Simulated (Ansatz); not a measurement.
Predict the output of the script below (Ansatz 0.2.0, Python API).

Input file `tico.xyz`:
```text
2
Lattice="2.98611099 0.0 0.0 0.0 2.98611099 0.0 0.0 0.0 2.98611099" Properties=species:S:1:pos:R:3:initial_magmoms:R:1 pbc="T T T"
Ti    0.00000000    0.00000000    0.00000000  0.00
Co    1.49305549    1.49305549    1.49305549  2.50
```

`tico.py`:
```python
import ansatz as az
import numpy as np


def count_gap(report):
    # lowest empty less highest filled band, counting bands; zero where they overlap
    return max(report.get("gap_by_band_count_ev") or 0.0, 0.0)


def configured(crystal, spacing):
    return (
        crystal.calculation()
        .basis(31 * az.Ry, xc_grid=2)
        .accuracy("medium")
        .scf(tolerance=1e-09)
        .occupations(az.OccupationsMethod.GAUSSIAN)
        .functional(exchange="pbesol", correlation="pbe")
        .spin("collinear")
        .kpoints(spacing=spacing)
    )

crystal = az.Crystal.from_extxyz("tico.xyz")

relaxed = configured(crystal, 0.34).relax(cell=True, force_tolerance=0.02, max_steps=40).checkpoint(write="relax.run").run()
cell = np.asarray(relaxed.lattice.cell_ang)
print("relaxed edges (A):", np.linalg.norm(cell, axis=1).round(4), " volume:", round(abs(np.linalg.det(cell)), 3), "A^3")
for site in relaxed.lattice.sites:
    print(" ", site.symbol, np.round(site.position_frac, 4) + 0.0)

final = az.Crystal.from_checkpoint("relax.run")
result = configured(final, 0.26).functional("pbesol").stress().band_table().density_of_states(energy_step=0.05).run()
r = result.report
dos = result.density_of_states()
print(f"pressure at the relaxed cell {np.trace(r['stress_gpa']) / 3:.3f} GPa, gap by band count {count_gap(r):.3f} eV")
if count_gap(r) == 0:
    print("states/eV at the Fermi level:", round(float(np.interp(dos.fermi_ev, dos.energies_ev, dos.spin_summed_g_bin_mean_per_ev)), 3))
print(f"net moment {r['magnetization_mub']:.3f} muB, absolute {r['absolute_magnetization_mub']:.3f} muB")
for index, (site, m) in enumerate(zip(result.lattice.sites, r["site_moments_mub"])):
    print(f"  {index:2d} {site.symbol:2s} {m:7.3f}")
```

Running `python tico.py` prints:
```text
DeckWarning: relax.cell: scf.convergence.dr2_threshold = 1e-9 eV is looser than the 2e-10 eV advised for a relaxation that steers and ends on the stress (1e-10 eV for each atom of the cell: 2). What an SCF threshold leaves in a stress goes as its square root, and in the free energy as the threshold itself, and one [...]
relaxed edges (A): [2.9395 2.9395 2.9395]  volume: 25.4 A^3
  Ti [0. 0. 0.]
  Co [0.5 0.5 0.5]
DeckWarning: crystal.checkpoint: the structure is that of relax.run, a `relax` run, at its step 2: its result, under {"exchange":"pbesol","correlation":"pbe","exx":null} at a charge of 0 e; 2 atoms read, 2 with a starting moment [...]
DeckWarning: output.stress: scf.convergence.dr2_threshold = 1e-9 eV is looser than the 2e-10 eV advised for a printed stress (1e-10 eV for each atom of the cell: 2). What an SCF threshold leaves in a stress goes as its square root, and in the free energy as the threshold itself, and one threshold admits the most on a [...]
pressure at the relaxed cell -0.355 GPa, gap by band count 0.000 eV
states/eV at the Fermi level: 2.068
net moment 0.614 muB, absolute 0.745 muB
   0 Ti  -0.016
   1 Co   0.670
```
(Warnings from the package without file and line, shortened.)

Caveats:
- These settings explore the input space; cutoff and mesh may be short of convergence.
- The magnetic order follows from the starting moments and needn't be the lowest.
- The zero of the levels is a convention of the potentials, so an absolute Fermi energy is no work function.
- A gap by band count of zero or less means overlapping bands, a metal.
- The structure comes from a database of computed cells and needn't be a stable or known phase.
- Gaps and levels are Kohn-Sham values on a finite set of k-points.
- Where the second run takes another functional or mesh than the relaxation, its pressure isn't zero; pressure is positive in compression.
- The computed bands are complete only to about 3.4 eV above the Fermi level; beyond that the density of states is undercounted.
- Wall time of the script: 22 s on 1 thread of Arm Neoverse N1 (shared host), peak memory 0.43 GiB.
